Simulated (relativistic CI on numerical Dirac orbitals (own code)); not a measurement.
# Hg³⁺: 4d photoemission multiplets

Aim: the 4d photoemission spectrum of Hg³⁺ in 4 surroundings, from the same atomic integrals.

The numbers are computed with relativistic CI on numerical Dirac orbitals (own code) version 1 (Dirac-Coulomb-Breit CI, KLI orbitals optimised for each configuration, model QED (radiative potential, 1s self-energy scaled to tabulated hydrogen-like ionisation energies), valence Slater integrals scaled by 0.8, multiplet model of photoemission in the sudden approximation), except any that are marked as measured or tabulated.

## 1. The system

```
ion            : Hg³⁺ (Hg IV)
nuclear charge : 80
electrons      : 77
configurations : [Xe] 4f14 5d9 → [Kr] 4d9 4f14 5s2 5p6 5d9
temperature    : 300 K
widths         : Lorentz 3.5 eV, Gauss 0.6 eV
surrounding 1  : free ion
surrounding 2  : Oh, 10Dq = 7000 cm⁻¹
surrounding 3  : Oh, 10Dq = 19350 cm⁻¹
surrounding 4  : Oh, 10Dq = 31700 cm⁻¹
```

## 2. Surrounding 1: free ion

The run's settings:

```ini
atom Hg  Z=80  charge=3  electrons=77
nucleus A=202  rms_radius_fm=5.4648
hamiltonian dirac-coulomb  breit=on  qed=on  c_scale=1
orbitals kli  potential=per-configuration
slater_scale 0.8
correlation none
mixing on
configurations
  [Xe] 4f14 5d9
  [Kr] 4d9 4f14 5s2 5p6 5d9
end
photoemission 4d T=300 lorentz=3.5 gauss=0.6
crystal_field free
```

## 3. Surrounding 2: Oh, 10Dq = 7000

Changes to the settings of step 2:

```diff
@@ -12,2 +12,2 @@
 photoemission 4d T=300 lorentz=3.5 gauss=0.6
-crystal_field free
+crystal_field Oh 10Dq=7000
```

## 4. Surrounding 3: Oh, 10Dq = 19350

Changes to the settings of step 3:

```diff
@@ -12,2 +12,2 @@
 photoemission 4d T=300 lorentz=3.5 gauss=0.6
-crystal_field Oh 10Dq=7000
+crystal_field Oh 10Dq=19350
```

## 5. Surrounding 4: Oh, 10Dq = 31700

Changes to the settings of step 4:

```diff
@@ -12,2 +12,2 @@
 photoemission 4d T=300 lorentz=3.5 gauss=0.6
-crystal_field Oh 10Dq=19350
+crystal_field Oh 10Dq=31700
```

(Steps that only read results are left out.)

**Question.** What will these runs give? Wanted: highest peak, first run; ground spin.

**Answer**, as computed:

| surrounding | ground S | centroid (eV) | spread (eV) | up to four highest peaks (% of the highest), eV |
| --- | --- | --- | --- | --- |
| 1: free | 0.50 | 413.14 | 9.68 | 405.2 (100), 424.8 (74) |
| 2: Oh | 0.50 | 413.16 | 9.67 | 405.2 (100), 424.8 (73) |
| 3: Oh | 0.50 | 413.19 | 9.65 | 405.2 (100), 424.8 (71) |
| 4: Oh | 0.50 | 413.21 | 9.64 | 405.2 (100), 424.8 (70) |

```
                           quantity     value
            highest peak, first run  405.2 eV
ground spin (effective S from ⟨S²⟩)      0.50
```

What this shows: The highest peak stays in place, within the step of the energy grid, in all surroundings. Energies are those of the free ion without screening by ligands; binding energies in solids differ by tens of eV.
